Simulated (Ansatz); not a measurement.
# CH5GeS radical: basis-set convergence

Aim: see how fast density functionals converge with the basis set for CH5GeS radical.

Computed with Ansatz 0.2.0, Gaussian basis. Level: one geometry, several basis sets.

Levels to be run: PBE0-D4/def2-SVP; ωB97M-V/def2-SVP; PBE0-D4/def2-QZVPP; ωB97M-V/def2-QZVPP; the functionals' def2-TZVPP values are taken from earlier runs.

**1. Structure used throughout**

All runs share one geometry, relaxed beforehand with PBE0-D4 in a triple-zeta def2 set.

SMILES `[CH3][GeH2][S]`, 8 atoms, charge 0, spin multiplicity 2.

Atoms are counted from 1 here; the program's logs count them from 0.

Bond lengths: C1–Ge2 1.948 Å, C1–H4 1.090 Å, C1–H5 1.090 Å, C1–H6 1.092 Å, Ge2–S3 2.216 Å, Ge2–H7 1.542 Å, Ge2–H8 1.540 Å. Angles: Ge2–C1–H4 109.8°, Ge2–C1–H5 110.0°, Ge2–C1–H6 110.1°, H4–C1–H5 108.9°, H4–C1–H6 109.2°, H5–C1–H6 108.9°, C1–Ge2–S3 111.7°, C1–Ge2–H7 111.6°, C1–Ge2–H8 111.4°, S3–Ge2–H7 103.6°, S3–Ge2–H8 108.8°, H7–Ge2–H8 109.5°.

**2. PBE0-D4 in def2-SVP**

Input file in.yaml:

```yaml
crystal:
  periodic: [false, false, false]
  atoms:
    - {symbol: C, position_ang: [-0.580886, 0.822180, -0.367831]}
    - {symbol: Ge, position_ang: [0.410906, -0.762637, 0.179679]}
    - {symbol: S, position_ang: [1.700910, -0.354394, 1.934907]}
    - {symbol: H, position_ang: [0.113166, 1.632387, -0.591275]}
    - {symbol: H, position_ang: [-1.248174, 1.140178, 0.433640]}
    - {symbol: H, position_ang: [-1.175911, 0.603454, -1.256487]}
    - {symbol: H, position_ang: [1.409003, -1.209957, -0.907428]}
    - {symbol: H, position_ang: [-0.536915, -1.928311, 0.519096]}
basis:
  gaussian: {orbitals: def2-SVP}
magnetization: {spin_polarized: true, initial_magnetization: 1}
hamiltonian: {xc: pbe0, dispersion: d4}
output: {orbitals: {seedname: orbitals}}
```

Started as:

```bash
$ ansatz run in.yaml --threads 4 --pin off --events-out ev --progress --plain --max-ram 10444MiB
```

The runs that follow: ωB97M-V in def2-SVP; PBE0-D4 in def2-QZVPP; ωB97M-V in def2-QZVPP.

**Question.** What will the summary of the whole plan be? Wanted: PBE0-D4: double and triple zeta above quadruple; ωB97M-V: double and triple zeta above quadruple.

The runs gave:

| quantity | value |
| --- | --- |
| PBE0-D4: double and triple zeta above quadruple | 13.72, 1.62 eV |
| ωB97M-V: double and triple zeta above quadruple | 13.72, 1.57 eV |

In words: PBE0-D4 gains 12.10 eV from double to triple zeta, then 1.62 eV more. These are total energies; as a rule much of such shifts cancels in differences, which this series doesn't test.
